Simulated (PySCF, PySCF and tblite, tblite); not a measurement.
**2-bromoacrylic acid (C3H3BrO2): a path driven as rotation about a bond, and NMR exchange**

Aim: the barrier and rate of rotation about a bond in 2-bromoacrylic acid (C3H3BrO2) (`C=C(Br)C(=O)O`), and what it does to NMR lines.

Computed with tblite 0.8.0 (tight binding) and PySCF 2.14.0 (DFT, with response routines of our own); each step states its level. Atoms count from 0 throughout.

## Step 1: The starting structure

9 atoms, charge 0, multiplicity 1; geometry from: force field or distance geometry start.

Bonds of the start (Å): C0–C1 1.34, C0–H6 1.09, C0–H7 1.08, C1–Br2 1.86, C1–C3 1.49, C3–O4 1.23, C3–O5 1.34, O5–H8 0.99.

## Step 2: GFN2-xTB relaxation, start minimum

Job settings and geometry (Å):

```
{"job": {"xc": "GFN2-xTB", "basis": "xTB", "kind": "relax"}, "charge": 0, "multiplicity": 1}
C     -1.550100    -0.219800     0.161800
C     -0.427000     0.441600    -0.131300
Br    -0.438500     2.206400    -0.704000
C      0.863800    -0.282100     0.034100
O      0.991800    -1.445700     0.424900
O      1.940800     0.447100    -0.268500
H     -2.527200     0.263200     0.058600
H     -1.544500    -1.243700     0.508200
H      2.704500    -0.161000    -0.108900
```

Launch:

```sh
> OMP_NUM_THREADS=1 python ens_run.py task.json out
```

The driver reads the study from task.json and runs its stages one after another.

The program printed:

```text
step      E/eV     max force
  0    -547.90606    2.251
  1    -547.96053    2.082
  2    -547.99174    0.409
  3    -547.99825    0.336
  4    -548.00770    0.325
  5    -548.01493    0.279
  6    -548.01983    0.206
  7    -548.02246    0.163
  8    -548.02443    0.144
  9    -548.02643    0.170
 10    -548.02794    0.139
 11    -548.02891    0.086
 12    -548.02955    0.105
 13    -548.03012    0.094
 14    -548.03071    0.072
 15    -548.03118    0.050
 16    -548.03143    0.049
 17    -548.03156    0.046
 18    -548.03167    0.040
 19    -548.03182    0.043
 20    -548.03198    0.037
 21    -548.03210    0.042
 22    -548.03217    0.035
 23    -548.03223    0.025
 24    -548.03227    0.019
 25    -548.03230    0.013
 26    -548.03232    0.013
 27    -548.03233    0.011
 28    -548.03234    0.008
 29    -548.03234    0.003
```

It took 0.12 s on 1 thread of Arm Neoverse V1, shared host.

The energy fell by 0.126 eV, and the atoms moved 0.07 Å (root mean square).

## Step 3: Relaxed scan, rotation

Job settings and geometry (Å):

```
{"job": {"xc": "GFN2-xTB", "basis": "xTB", "coordinate": [["t", [1, 3, 5, 8], 0.5], ["t", [4, 3, 5, 8], 0.5]], "kind": "drive"}, "charge": 0, "multiplicity": 1}
C     -1.585661    -0.217914     0.164212
C     -0.432458     0.381349    -0.103266
Br    -0.342181     2.173532    -0.704715
C      0.869399    -0.318096     0.051952
O      0.962297    -1.457610     0.427021
O      1.911250     0.444403    -0.265214
H     -2.533806     0.278421     0.055155
H     -1.580375    -1.240429     0.504018
H      2.745096    -0.037663    -0.154343
```

The program printed:

```text
point  coordinate     E/eV
  0    104.400     -548.00004
  1    119.000     -547.91106
  2    133.800     -547.78417
  3    148.900     -547.64842
  4    164.300     -547.53803
  5    179.900     -547.48540
  6    195.400     -547.50312
  7    210.800     -547.57476
  8    225.900     -547.66910
  9    240.700     -547.75713
 10    255.400     -547.81864
 11    270.000     -547.84126
```

Run time: 1 s. Hardware: 1 thread of Arm Neoverse V1, shared host.

The highest point is number 5, 11.9 kcal/mol above the first.

## Step 4: Nudged elastic band, leg 1

Changed since step 3:

```diff
@@ -1,2 +1,2 @@
-{"job": {"xc": "GFN2-xTB", "basis": "xTB", "coordinate": [["t", [1, 3, 5, 8], 0.5], ["t", [4, 3, 5, 8], 0.5]], "kind": "drive"}, "charge": 0, "multiplicity": 1}
+{"job": {"xc": "GFN2-xTB", "basis": "xTB", "kind": "neb"}, "charge": 0, "multiplicity": 1}
 C     -1.585661    -0.217914     0.164212
```

The program printed:

```text
image   E - E0 / eV
  0       0.0000
  1       0.0961
  2       0.3561
  3       0.5486
  4       0.4547
  5       0.2583
  6       0.1896
```

Wall time 1.2 s (1 thread of Arm Neoverse V1, shared host).

The highest point is number 3, 12.7 kcal/mol above the first.

## Step 5: Saddle search, leg 1

Job settings and geometry (Å):

```
{"job": {"xc": "GFN2-xTB", "basis": "xTB", "kind": "saddle"}, "charge": 0, "multiplicity": 1}
C     -1.570658    -0.216439     0.129608
C     -0.371271     0.318117    -0.067478
Br    -0.146172     2.078361    -0.739271
C      0.891558    -0.419789     0.227369
O      0.892298    -1.568944     0.558171
O      2.017227     0.333932     0.164023
H     -2.484891     0.312715    -0.075983
H     -1.641021    -1.220276     0.514941
H      2.412930     0.382323    -0.711379
```

The program printed:

```text
step      E/eV     max force
  0    -547.48371   0.0331
  1    -547.48375   0.0020
lowest wavenumbers (cm-1): -615.0 54.5 173.1 299.6 306.8 367.2
```

Wall time 0.88 s (1 thread of Arm Neoverse V1, shared host).

Point group C1; 1 imaginary mode, 615i cm⁻¹, carried by H8, O5. Steps downhill from it reached both ends.

## Step 6: Shieldings, start: PBE0/pcSseg-1 in cyclohexane

Job settings and geometry (Å):

```
{"job": {"kind": "nmr", "xc": "PBE0", "basis": "pcSseg-1", "solvent": "cyclohexane", "pop": false}, "charge": 0, "multiplicity": 1}
C     -1.585661    -0.217914     0.164212
C     -0.432458     0.381349    -0.103266
Br    -0.342181     2.173532    -0.704715
C      0.869399    -0.318096     0.051952
O      0.962297    -1.457610     0.427021
O      1.911250     0.444403    -0.265214
H     -2.533806     0.278421     0.055155
H     -1.580375    -1.240429     0.504018
H      2.745096    -0.037663    -0.154343
```

The program printed:

```text
coarse grid: 40648 points
cycle   1  E = -2839.6636431882  dE = -1.369e-01  |g| = 1.140e+00  |ddm| = 3.054e+00
cycle   2  E = -2839.2963082273  dE =  3.673e-01  |g| = 1.711e+00  |ddm| = 2.078e+00
cycle   3  E = -2839.7985082863  dE = -5.022e-01  |g| = 4.035e-01  |ddm| = 1.691e+00
cycle   4  E = -2839.8242265120  dE = -2.572e-02  |g| = 1.532e-01  |ddm| = 3.460e-01
cycle   5  E = -2839.8280365709  dE = -3.810e-03  |g| = 2.830e-02  |ddm| = 9.567e-02
cycle   6  E = -2839.8281439519  dE = -1.074e-04  |g| = 9.385e-03  |ddm| = 2.301e-02
cycle   7  E = -2839.8281610716  dE = -1.712e-05  |g| = 2.560e-03  |ddm| = 1.022e-02
cycle   8  E = -2839.8281625085  dE = -1.437e-06  |g| = 8.951e-04  |ddm| = 2.381e-03
final grid: 85232 points
cycle   9  E = -2839.8281857752  dE =  2.946e-07  |g| = 1.498e-03  |ddm| = 2.288e-03
cycle  10  E = -2839.8281848084  dE =  9.668e-07  |g| = 2.585e-03  |ddm| = 3.105e-03
cycle  11  E = -2839.8281862699  dE = -1.461e-06  |g| = 2.132e-04  |ddm| = 1.961e-03
cycle  12  E = -2839.8281862779  dE = -7.977e-09  |g| = 3.123e-05  |ddm| = 1.827e-04
cycle  13  E = -2839.8281862781  dE = -1.846e-10  |g| = 6.447e-06  |ddm| = 2.669e-05
converged SCF energy = -2839.8281862781

GIAO shielding tensors (ppm)
atom      isotropic    diamagn.    paramagn.     s11        s22        s33       span
  0 C       42.913     250.753    -207.840    -75.659     47.518    156.882    232.541
  1 C       46.521     256.146    -209.625    -52.884     84.415    108.031    160.915
  2 Br    2031.639    3120.650   -1089.012   1523.414   1697.257   2874.246   1350.832
  3 C       19.663     245.701    -226.038    -79.153     63.653     74.488    153.641
  4 O      -59.750     403.111    -462.861   -271.844   -208.532    301.126    572.970
  5 O      124.175     390.383    -266.208    -18.181    167.945    222.762    240.942
  6 H       24.925      28.480      -3.554     21.055     23.040     30.681      9.625
  7 H       24.296      29.599      -5.303     21.114     22.896     28.877      7.763
  8 H       24.925      29.096      -4.170     19.977     21.294     33.505     13.529
```

Run time: 11 s. Hardware: 1 thread of Arm Neoverse V1, shared host; peak memory 0.82 GiB.

In short: HOMO -7.71 eV, LUMO -1.78 eV; dipole 0.21 D.

## Step 7: Shieldings, saddle of leg 1: PBE0/pcSseg-1 in cyclohexane

Job settings and geometry (Å):

```
{"job": {"kind": "nmr", "xc": "PBE0", "basis": "pcSseg-1", "solvent": "cyclohexane", "pop": false}, "charge": 0, "multiplicity": 1}
C     -1.571291    -0.215636     0.132197
C     -0.371880     0.315989    -0.069656
Br    -0.146867     2.074280    -0.747354
C      0.891489    -0.421807     0.223884
O      0.894401    -1.573213     0.548024
O      2.015179     0.335719     0.168927
H     -2.484368     0.315785    -0.072896
H     -1.643205    -1.218246     0.520503
H      2.416541     0.387128    -0.703627
```

The program printed:

```text
coarse grid: 40648 points
cycle   1  E = -2839.6314825456  dE = -1.450e-01  |g| = 1.167e+00  |ddm| = 3.017e+00
cycle   2  E = -2839.2003982543  dE =  4.311e-01  |g| = 1.822e+00  |ddm| = 2.141e+00
cycle   3  E = -2839.7810432417  dE = -5.806e-01  |g| = 3.904e-01  |ddm| = 1.747e+00
cycle   4  E = -2839.8052829160  dE = -2.424e-02  |g| = 1.470e-01  |ddm| = 3.373e-01
cycle   5  E = -2839.8087866747  dE = -3.504e-03  |g| = 2.662e-02  |ddm| = 1.076e-01
cycle   6  E = -2839.8088813121  dE = -9.464e-05  |g| = 9.360e-03  |ddm| = 2.349e-02
cycle   7  E = -2839.8088977044  dE = -1.639e-05  |g| = 2.602e-03  |ddm| = 9.687e-03
cycle   8  E = -2839.8088992014  dE = -1.497e-06  |g| = 8.892e-04  |ddm| = 2.406e-03
final grid: 85232 points
cycle   9  E = -2839.8089411060  dE =  2.947e-07  |g| = 1.499e-03  |ddm| = 2.179e-03
cycle  10  E = -2839.8089401065  dE =  9.995e-07  |g| = 2.643e-03  |ddm| = 3.137e-03
cycle  11  E = -2839.8089415901  dE = -1.484e-06  |g| = 2.227e-04  |ddm| = 1.992e-03
cycle  12  E = -2839.8089415987  dE = -8.548e-09  |g| = 3.055e-05  |ddm| = 1.881e-04
cycle  13  E = -2839.8089415988  dE = -1.696e-10  |g| = 6.193e-06  |ddm| = 2.541e-05
converged SCF energy = -2839.8089415988

GIAO shielding tensors (ppm)
atom      isotropic    diamagn.    paramagn.     s11        s22        s33       span
  0 C       42.395     251.014    -208.619    -75.151     45.375    156.961    232.112
  1 C       41.275     257.585    -216.309    -54.327     82.312     95.841    150.168
  2 Br    2025.696    3121.411   -1095.716   1526.468   1680.424   2870.194   1343.726
  3 C       15.554     244.372    -228.818    -87.721     64.406     69.977    157.698
  4 O     -153.428     402.085    -555.513   -454.408   -317.205    311.330    765.738
  5 O      176.106     391.793    -215.687     88.648    203.689    235.979    147.331
  6 H       24.857      28.669      -3.812     21.002     22.950     30.618      9.616
  7 H       24.283      29.592      -5.309     21.085     22.990     28.774      7.689
  8 H       27.624      30.158      -2.535     21.074     24.685     37.112     16.039
```

Wall time 15 s (1 thread of Arm Neoverse V1, shared host); peak memory 0.82 GiB.

Key values: HOMO -7.82 eV, LUMO -2.08 eV; dipole 2.31 D.

The fields below are evaluated on a grid from the run's orbitals.

Frontier orbitals at PBE0/pcSseg-1, with the share of their density that lies nearest to each atom:

| orbital | energy (eV) | lies on |
| --- | --- | --- |
| HOMO | -7.82 | Br2 51 %; C0 22 %; C1 15 % |
| LUMO | -2.08 | C0, C3 about 24 % each; O4 17 %; C1 16 % |

ELF in a plane through or near 8 of the atoms.

Values, 10 rows by 14 columns:
```
0.00 0.00 0.00 0.00 0.00 0.00 0.00 0.00 0.00 0.00 0.00 0.00 0.00 0.00
0.00 0.00 0.00 0.00 0.01 0.11 0.18 0.32 0.38 0.06 0.00 0.00 0.00 0.00
0.00 0.00 0.00 0.00 0.38 0.79 0.43 0.25 0.89 0.55 0.00 0.00 0.00 0.00
0.00 0.00 0.00 0.00 0.03 0.68 0.33 0.24 0.65 0.03 0.10 0.14 0.00 0.00
0.00 0.00 0.02 0.59 0.78 0.27 0.27 0.34 0.59 0.74 1.00 0.99 0.06 0.00
0.00 0.00 0.05 0.71 0.69 0.78 0.41 0.70 0.72 0.25 0.62 0.23 0.00 0.00
0.00 0.00 0.00 0.18 0.05 0.66 0.78 0.41 0.14 1.00 0.97 0.07 0.00 0.00
0.00 0.00 0.00 0.00 0.50 0.88 0.87 0.78 0.04 0.41 0.16 0.00 0.00 0.00
0.00 0.00 0.00 0.00 0.01 0.08 0.10 0.04 0.00 0.00 0.00 0.00 0.00 0.00
0.00 0.00 0.00 0.00 0.00 0.00 0.00 0.00 0.00 0.00 0.00 0.00 0.00 0.00
```
The map spans 10.2 Å across and 9.6 Å up, centred on the molecule. Atoms in the plane (x, y in Å): C0 (1.6, -0.1), C1 (0.3, 0.4), Br2 (-0.1, 2.2), C3 (-0.8, -0.6), O4 (-0.7, -1.8), O5 (-2.0, 0.0), H6 (2.4, 0.6), H7 (1.8, -1.1).

log10 of the density (e/Å³) in the same plane.

Ten even steps from ' ' (-4.0) to '@' (2.4):
```
                      ..........                        
                  ....::::::::::::..                    
                ..::------======----::..                
              ..::--====++++++++==----::..              
            ..::--==++++**##****++==----....            
            ..::--==++**##@@@@****++----::....          
          ..::----==++****####**++====------::..        
        ..----========++++******++==========--::..      
      ..::==++++****++++++********++******++==--::      
      ::--==****####**++****####**********++==--::      
      ::--==++**####**##************##**++++--::..      
      ..::==++++******%%##**++++++******++==--::..      
        ..::--====++**####**++====++**++====::..        
          ..::--==++**%%%%**++============--::..        
            ..::====++****++++==--------::::..          
            ..::--====++++====--::........              
                ..::--------::....                      
                    ..........                          
                                                        
                                                        
```
The map spans 10.2 Å across and 9.6 Å up, centred on the molecule. Atoms in the plane (x, y in Å): C0 (1.6, -0.1), C1 (0.3, 0.4), Br2 (-0.1, 2.2), C3 (-0.8, -0.6), O4 (-0.7, -1.8), O5 (-2.0, 0.0), H6 (2.4, 0.6), H7 (1.8, -1.1).

On the surface of density 0.002 e/bohr³ the electrostatic potential runs, from the 1st to the 99th percentile, from -1.53 V near O4 to 2.84 V near H8.

## Step 8: Shieldings, end: PBE0/pcSseg-1 in cyclohexane

Job settings and geometry (Å):

```
{"job": {"kind": "nmr", "xc": "PBE0", "basis": "pcSseg-1", "solvent": "cyclohexane", "pop": false}, "charge": 0, "multiplicity": 1}
C     -1.511957    -0.196394     0.117302
C     -0.293586     0.267359    -0.117510
Br    -0.026604     1.988927    -0.908603
C      0.936608    -0.531027     0.223075
O      0.826319    -1.616187     0.720430
O      2.114390     0.013538    -0.048677
H     -2.405470     0.355478    -0.116897
H     -1.619885    -1.171252     0.563768
H      2.048119     0.897740    -0.449994
```

The program printed:

```text
coarse grid: 40648 points
cycle   1  E = -2839.6467059709  dE = -1.318e-01  |g| = 1.171e+00  |ddm| = 3.015e+00
cycle   2  E = -2839.1531126756  dE =  4.936e-01  |g| = 1.899e+00  |ddm| = 2.441e+00
cycle   3  E = -2839.7954437669  dE = -6.423e-01  |g| = 4.028e-01  |ddm| = 2.051e+00
cycle   4  E = -2839.8206917228  dE = -2.525e-02  |g| = 1.642e-01  |ddm| = 3.575e-01
cycle   5  E = -2839.8250378094  dE = -4.346e-03  |g| = 3.316e-02  |ddm| = 1.188e-01
cycle   6  E = -2839.8251930703  dE = -1.553e-04  |g| = 1.217e-02  |ddm| = 2.976e-02
cycle   7  E = -2839.8252235905  dE = -3.052e-05  |g| = 2.975e-03  |ddm| = 1.239e-02
cycle   8  E = -2839.8252255114  dE = -1.921e-06  |g| = 1.078e-03  |ddm| = 2.921e-03
final grid: 85232 points
cycle   9  E = -2839.8252526034  dE =  4.054e-07  |g| = 1.765e-03  |ddm| = 2.709e-03
cycle  10  E = -2839.8252513394  dE =  1.264e-06  |g| = 2.991e-03  |ddm| = 3.762e-03
cycle  11  E = -2839.8252532943  dE = -1.955e-06  |g| = 2.740e-04  |ddm| = 2.342e-03
cycle  12  E = -2839.8252533082  dE = -1.388e-08  |g| = 2.921e-05  |ddm| = 2.272e-04
cycle  13  E = -2839.8252533083  dE = -1.487e-10  |g| = 5.972e-06  |ddm| = 2.523e-05
converged SCF energy = -2839.8252533083

GIAO shielding tensors (ppm)
atom      isotropic    diamagn.    paramagn.     s11        s22        s33       span
  0 C       43.224     251.354    -208.130    -73.741     45.070    158.342    232.083
  1 C       45.644     259.127    -213.483    -50.560     93.070     94.423    144.982
  2 Br    2092.721    3122.916   -1030.195   1578.057   1803.840   2896.266   1318.209
  3 C       23.401     244.946    -221.545    -71.892     68.794     73.301    145.193
  4 O      -57.506     401.754    -459.260   -333.931   -180.008    341.420    675.351
  5 O      138.812     390.410    -251.598    -27.588    202.566    241.457    269.045
  6 H       24.954      28.985      -4.031     21.045     23.003     30.814      9.769
  7 H       24.215      29.717      -5.501     21.331     22.550     28.764      7.433
  8 H       22.606      31.397      -8.791     12.611     24.526     30.681     18.070
```

Run time: 11 s. Hardware: 1 thread of Arm Neoverse V1, shared host; peak memory 0.82 GiB.

Key values: HOMO -8.05 eV, LUMO -1.84 eV; dipole 3.64 D.

## Step 9: Barriers, rates and exchange

Job settings and geometry (Å):

```
{"job": {"smiles": "C=C(Br)C(=O)O", "charge": 0, "mult": 1, "motion": "rotation", "what": "ester", "atoms": [3, 5], "drives": [{"terms": [["t", [1, 3, 5, 8], 0.5], ["t", [4, 3, 5, 8], 0.5]], "by": 180, "n": 12}], "study": "path", "level": {"kind": "nmr", "xc": "PBE0", "basis": "pcSseg-1", "solvent": "cyclohexane"}, "fields": [270, 360, 700], "first": 2, "seed": 375, "kind": "path"}, "charge": 0, "multiplicity": 1}
C     -1.585661    -0.217914     0.164212
C     -0.432458     0.381349    -0.103266
Br    -0.342181     2.173532    -0.704715
C      0.869399    -0.318096     0.051952
O      0.962297    -1.457610     0.427021
O      1.911250     0.444403    -0.265214
H     -2.533806     0.278421     0.055155
H     -1.580375    -1.240429     0.504018
H      2.745096    -0.037663    -0.154343
```

The program printed:

```text
stationary points (kcal/mol above the start)
  n  kind          group   xTB      DFT    lowest mode
  0  minimum      Cs       0.00     0.00      51.0
  1  saddle       C1      12.65    12.01    -615.0
  2  minimum      Cs       4.37     1.73      53.2

GFN2-xTB energies: T/K, barrier G, reaction G (kcal/mol), k forward, k back (1/s)
 150.00    11.49     4.07   0.000113       95.4
 200.00    11.50     4.08       2.28   6.54e+04
 250.00    11.51     4.09        909   3.41e+06
 298.15    11.52     4.10   4.45e+04   4.48e+07
 350.00    11.54     4.10   9.04e+05   3.29e+08
 400.00    11.57     4.10   7.95e+06   1.39e+09
 500.00    11.64     4.11    1.7e+08   1.06e+10

PBE0/pcSseg-1 + D3(BJ), IEF-PCM cyclohexane energies: T/K, barrier G, reaction G (kcal/mol), k forward, k back (1/s)
 150.00    10.85     1.42   0.000986      0.117
 200.00    10.85     1.44       11.6        430
 250.00    10.86     1.45   3.34e+03   6.13e+04
 298.15    10.88     1.45   1.33e+05   1.54e+06
 350.00    10.90     1.46   2.29e+06   1.86e+07
 400.00    10.92     1.46   1.79e+07   1.13e+08
 500.00    11.00     1.46   3.25e+08   1.42e+09
```

It took 42 s on 1 thread of Arm Neoverse V1, shared host; peak memory 0.82 GiB. This counts the whole study up to here.

Barriers by level (kcal/mol; entropies in cal/(mol K)). Zero-point and thermal terms come from xTB in every row. ΔG‡ leaves symmetry out; the rate counts equivalent paths (a factor of 2); effective ΔG‡, where given, is the barrier that would give that rate by Eyring's equation alone:

| level | ΔE‡ | with zero-point | ΔH‡ | ΔS‡ | ΔG‡ (298 K) | ΔE of reaction | k at 298 K (1/s) | effective ΔG‡ |
| --- | --- | --- | --- | --- | --- | --- | --- | --- |
| GFN2-xTB | 12.65 | 11.49 | 11.41 | -0.4 | 11.52 | 4.37 | 4.4e+04 | 11.11 |
| PBE0/pcSseg-1 + D3(BJ), IEF-PCM cyclohexane | 12.00 | 10.84 | 10.76 | -0.4 | 10.88 | 1.73 | 1.3e+05 | 10.46 |

Sites that the driver pairs across this motion, and where their lines would merge (no couplings; faster rotations or exchange between molecules can average them sooner):

| nucleus | sites: shielding (ppm) | proton frequency (MHz) | spread (Hz) | coalescence (K) | lines at 298 K |
| --- | --- | --- | --- | --- | --- |
| 1H | H8: 24.93; H8 (end): 22.61 | 700 | 1623 | not given | – |
| 17O | O5: 124.2; O5 (end): 138.8 | 700 | 1390 | not given | – |
| 13C | C3: 19.7; C3 (end): 23.4 | 700 | 658 | not given | – |
| 17O | O4: -59.8; O4 (end): -57.5 | 700 | 213 | not given | – |
| 13C | C1: 46.5; C1 (end): 45.6 | 700 | 154 | not given | – |
| 1H | H7: 24.30; H7 (end): 24.21 | 700 | 56 | not given | – |
| 13C | C0: 42.9; C0 (end): 43.2 | 700 | 55 | not given | – |

A dash: the driver gave no coalescence for this row (it judged the minor form too scarce).

Rows that set an atom against itself at the end compare its shielding in the two forms.

Lines of quadrupolar nuclei are broad, so their coalescence could hardly be seen.

## Step 10: Outcome

| quantity | value |
| --- | --- |
| barrier (PBE0/pcSseg-1 + D3(BJ), IEF-PCM cyclohexane) | ΔE‡ 12.0, ΔG‡(298 K) 10.9 kcal/mol |
| barrier (GFN2-xTB) | ΔE‡ 12.7 kcal/mol |
| rate at 298 K | 1.3e+05 s⁻¹ |
| end of the path | 1.7 kcal/mol from the start |

The barrier is 12.0 kcal/mol at the DFT level (xTB: 12.7); with thermal terms and the count of paths the DFT value gives a rate of 1.3e+05 s⁻¹ at 298 K. An error of 1.4 kcal/mol changes that rate tenfold.
